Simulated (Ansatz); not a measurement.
# Gd: the cost of one run

Computed with Ansatz 0.2.0 (DFT, PBE, PAW with Ansatz's default frozen-core files, scalar-relativistic, unless a step's input says otherwise).

1 further run of the same task is left out (it didn't finish).

**1. The system as given**

It takes space group P-3m1 (No. 164, trigonal). The conventional cell has a = 3.656 Å, b = 3.656 Å, c = 11.780 Å, α = 90.00°, β = 90.00°, γ = 120.00°. Gd (site symmetry -3m) is surrounded by 12 Gd at 3.60 to 3.66 Å. Around Gd (site symmetry -3m) lie 12 Gd at 3.64 to 3.66 Å. Gd (site symmetry 3m) has 12 Gd at 3.60 to 3.66 Å as nearest neighbours.

Coordinates:

```xyz
4
Lattice="3.6555 0.0000 0.0000 -1.8278 3.1658 0.0000 0.0000 0.0000 11.7796" Properties=species:S:1:pos:R:3 pbc="T T T"
Gd    0.0000    0.0000    0.0000
Gd    0.0000    0.0000    5.8898
Gd    0.0000    2.1105    2.9223
Gd    1.8278    1.0553    8.8573
```

Atoms are numbered in the order of the input: Gd1, Gd2, Gd3, Gd4.

**2. Parallel moments, PAW**

input.yaml

```yaml
crystal:
  lattice:
    - [3.6555206459, 0.0, 0.0]
    - [-1.827760323, 3.1657737434, 0.0]
    - [0.0, 0.0, 11.77960696]
  atoms:
    - { symbol: Gd, position: [0.0, 0.0, 0.0], spin: 7.0 }
    - { symbol: Gd, position: [0.0, 0.0, 0.5], spin: 7.0 }
    - { symbol: Gd, position: [0.3333333333, 0.6666666667, 0.24808348], spin: 7.0 }
    - { symbol: Gd, position: [0.6666666667, 0.3333333333, 0.75191652], spin: 7.0 }
magnetization:
  spin_polarized: true
kpoints:
  mp_grid: { grid: [9, 9, 3] }
scf:
  occupations: { method: fermi_dirac, width: 0.05 }
hamiltonian:
  xc: pbe
  pseudopotentials: { kind: paw }
output:
  forces: true
  stress: true
  eigenvalues: true
```

On the command line:

```sh
ansatz run input.yaml --threads 2 --pin off --max-ram 6144MiB --backend cpu --events-out ev --progress --plain --runs-dir out
```

**Question.** How long does this run take on 2 threads of Intel Xeon 6975P-C (Granite Rapids), shared host, and how much memory does it need?

About 13 s, with a peak of 0.8 GiB.
